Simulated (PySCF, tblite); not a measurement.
**CH11N2Si3 radical, a small gas-phase stand-in for a defect centre (Si site with back bonds N[SiH3], N[SiH3], C): EPR parameters**

What EPR parameters should one expect for `C[Si](N[SiH3])N[SiH3]`? It is drawn as: dangling bond.

Computed with tblite 0.8.0 and PySCF 2.14.0; each step states its level. No surroundings beyond the atoms listed, unless a continuum is named. Atoms count from 0, parts from 1.

## (1) The system as given

17 atoms, charge 0, multiplicity 2; geometry: distance geometry start.

## (2) Geometry optimisation with GFN2-xTB

The job: settings as JSON, then the geometry in Å.

```
{"job": {"kind": "relax", "xc": "GFN2-xTB", "basis": "xTB"}, "charge": 0, "multiplicity": 2}
Si     0.357156     1.430334    -0.748898
N     -1.180619     1.821734     0.194867
Si    -1.045785     1.639813     1.993268
N      0.324480    -0.076599    -1.719323
Si     1.941840    -0.816175    -2.138359
C      1.230640     2.890049    -1.500931
H     -1.730052     2.596432    -0.141819
H     -2.307569     1.981620     2.593337
H     -0.718896     0.291593     2.319411
H     -0.028921     2.484023     2.487898
H     -0.422683    -0.731030    -1.535739
H      2.111818    -1.994926    -1.411691
H      2.018602    -1.073614    -3.529977
H      2.982058     0.120802    -1.776177
H      1.835471     2.558102    -2.252858
H      1.748745     3.402849    -0.747498
H      0.482983     3.544969    -1.915390
```

With the program's defaults for keys left out, this is: GFN2-xTB geometry optimisation, gas phase.

Command:

```sh
> OMP_NUM_THREADS=1 python cluster_run.py task.json out
```

This one command runs all jobs of the session in turn.

**Question.** The jobs that follow are: PBE0-D3(BJ)/def2-SVP geometry optimisation, gas phase; UKS B3LYP, IGLO-III on C N Si, pcH-1 on H, non-relativistic, mean-field spin-orbit, GIAO; UKS BHandHLYP, IGLO-III on C N Si, pcH-1 on H, non-relativistic, mean-field spin-orbit, GIAO. Predict: point group; rotational constants (main isotopes); g(iso) (B3LYP); ⟨S²⟩; largest a(iso).

**Answer**, as computed:

```
                            quantity                    value
                         point group                       C1
rotational constants (main isotopes)     2.29, 1.20, 0.90 GHz
                      g(iso) (B3LYP)                  2.00215
                                ⟨S²⟩       0.752 (exact 0.75)
                      largest a(iso)  29Si on Si0, -658.8 MHz
```

In words: The start of the PBE0/def2-SVP relaxation was shaken at random by about 0.01 Å, so part of the energy gained, and of the first lengths quoted, undoes that. Relaxing lowered the energy by 0.337 eV in 17 steps; the close pair that moved most is Si2–H8, from 1.433 to 1.494 Å (PBE0/def2-SVP). Si0 carries the largest spin population, 0.81 e. The isotropic g lies 0.2 ppt below the free-electron value. The coupling of 29Si on Si0 runs from -694.3 (BHandHLYP/IGLO-III+pcH-1) to -658.8 MHz (B3LYP/IGLO-III+pcH-1). A capped cluster stands for the solid here, so long-range fields and strain are missing, and bands or shifts of the capping hydrogens have no counterpart in it.
